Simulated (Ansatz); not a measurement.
The system is HPbNO4.

```
H Pb N O
1.0
     4.27531   -0.00040    0.00636
    -2.08399    5.20775   -0.04907
    -2.12377   -1.86574    4.91491
H Pb N O
1 1 1 4
Direct
  0.99073 0.03330 0.90994
  0.50274 0.81989 0.14287
  0.00838 0.47408 0.50265
  0.99816 0.92741 0.02877
  0.19467 0.73435 0.60852
  0.81673 0.35882 0.24556
  0.01381 0.33121 0.65217
```

The cell was built by a generator and needn't be a form met in nature.

Base run:

* Program: Ansatz 0.2.0
* Functional: r2SCAN
* Potentials or basis: Ansatz PAW
* Cutoff: 500 eV (not typed: the program's choice for these potentials)
* k mesh: 6 × 4 × 4
* Occupations: fermi-dirac, width 0.05 eV
* Spin: spin-orbit coupling, no magnetisation

Its results: band gap on the k mesh 3.15 eV, indirect (least direct gap 3.50 eV); pressure -3.1 GPa; largest force 0.664 eV/Å.

Problem. The run is repeated on the same cell with these changes: functional from r2SCAN to PBE; cutoff from 500 eV (not typed: the program's choice for these potentials) to 420 eV (not typed: the program's choice for these potentials). What comes out?

Solution. Band gap on the k mesh 2.78 eV, indirect (least direct gap 3.14 eV); pressure -0.1 GPa; largest force 0.050 eV/Å.

r2SCAN gives the wider gap, since meta-GGAs in the generalised Kohn-Sham scheme recover part of the derivative discontinuity.

Caveats: the PAW data sets come from PBE, with cores solved anew for the run's functional, which leaves a small shift of forces and pressure (some runs).

A k mesh can miss the band edges.
